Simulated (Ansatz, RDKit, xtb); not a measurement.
# C3H2F4O2: which of the isomers drawn lies lowest?

A sample of isomers of C3H2F4O2 is drawn. Aim: find which of them has the lowest free energy at 298.15 K, then its properties. The sample is small against all isomers, and the most stable one of this formula need not be in it.

Plan: many cheap relaxations first (GFN2-xTB), then density-functional screening, relaxation at r2SCAN-D4/def2-SVP, vibrations (at GFN2-xTB) and a final energy. The numbers are computed, not measured.

## (1) Candidates

Isomers were taken from a list of plausible structures; this is a sample, not all of them. That gives 6 candidates.

| label | SMILES | spin |
| --- | --- | --- |
| c305 | FC(F)(F)O[C@]1(F)CO1 | singlet |
| c383 | FC1(F)OCOC1(F)F | singlet |
| c492 | O=C[C@H](F)OC(F)(F)F | singlet |
| c520 | F[C@@H]1O[C@@H](F)C(F)(F)O1 | singlet |
| c669 | O=CO[C@H](F)C(F)(F)F | singlet |
| c834 | F[C@@H]1O[C@H]1OC(F)(F)F | singlet |

Candidates are built by distance geometry, with a force field where one applies, in up to four conformers (letters a to d).

Q: Predict the outcome of this search (final energies at CCSD(T)/def2-SVP + MP2/def2-TZVPP - MP2/def2-SVP).

| quantity | value |
| --- | --- |
| lowest structure found | O=CO[C@H](F)C(F)(F)F, singlet |
| next finalist | F[C@@H]1O[C@@H](F)C(F)(F)O1, singlet, 4.8 kcal/mol higher in G |
| share at equilibrium, among the finalists | 100.0 % |

The lowest structure found is `O=CO[C@H](F)C(F)(F)F`. Among the finalists first place is clear (4.8 kcal/mol); structures outside the list aren't covered. r2SCAN-D4/def2-SVP, r2SCAN-D4/def2-SVP, relaxed, HF/def2-SVP and MP2/def2-SVP already put its bonding pattern lowest among the structures in one piece; GFN2-xTB and HF/STO-3G favour the singlet F[C@@H]1O[C@@H](F)C(F)(F)O1. The search is not exhaustive (a finite list of starts, one conformer a finalist), so a lower isomer can't be ruled out. Only 6 drawn patterns were tried, so whole families of isomers are missing, and the result ranks this sample alone.
